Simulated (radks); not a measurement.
# Cu⁴⁺ in [Ar] 3d7: an all-electron calculation

An exercise on one series of results from a longer session: the logs are not shown, and one member is left open.

The numbers are computed with radks (a radial shooting solver on a logarithmic mesh, Libxc functionals) version 1 (scalar-relativistic Kohn-Sham, B86b exchange with PBE correlation, spin-unpolarised, spherical densities, point nucleus), except any that are marked as measured or tabulated.

## Starting point

- element: copper (Z = 29)
- charge: +4
- electrons: 25
- configuration: [Ar] 3d7

The outer shells:

Cu⁴⁺
```
[Ar] core
3d [↑↓][↑↓][↑ ][↑ ][↑ ]
```

The first run:

Input:

```text
Z 29
configuration [Ar] 3d7
relativity scalar-relativistic
functional b86_mgc,pbe
spin unpolarised
nucleus point
c 137.035999084
```

One of the session's tables, all rows but one given; the rest of the session is left out.

It belongs to the step «Shells». From the orbitals of this run (lengths in bohr):

| level | <r> | outermost maximum (interpolated) | 90 % within | nodes |
| --- | --- | --- | --- | --- |
| 1s | 0.05213 | 0.0341 | 0.0931 | 0 |
| 2s | 0.2352 | 0.197 | 0.364 | 1 |
| 2p | ? | ? | ? | ? |
| 3s | 0.6990 | 0.610 | 1.04 | 2 |
| 3p | 0.7258 | 0.613 | 1.11 | 1 |
| 3d | 0.8050 | 0.577 | 1.34 | 0 |

Q: Estimate the row for 2p from the others.

**Answer.** <r>: 0.2064; outermost maximum (interpolated): 0.158; 90 % within: 0.338; nodes: 0. In the column «<r>» it lies between 1s (0.05213) and 2s (0.2352).

To keep in mind: Spin polarisation and multiplet splitting are left out.
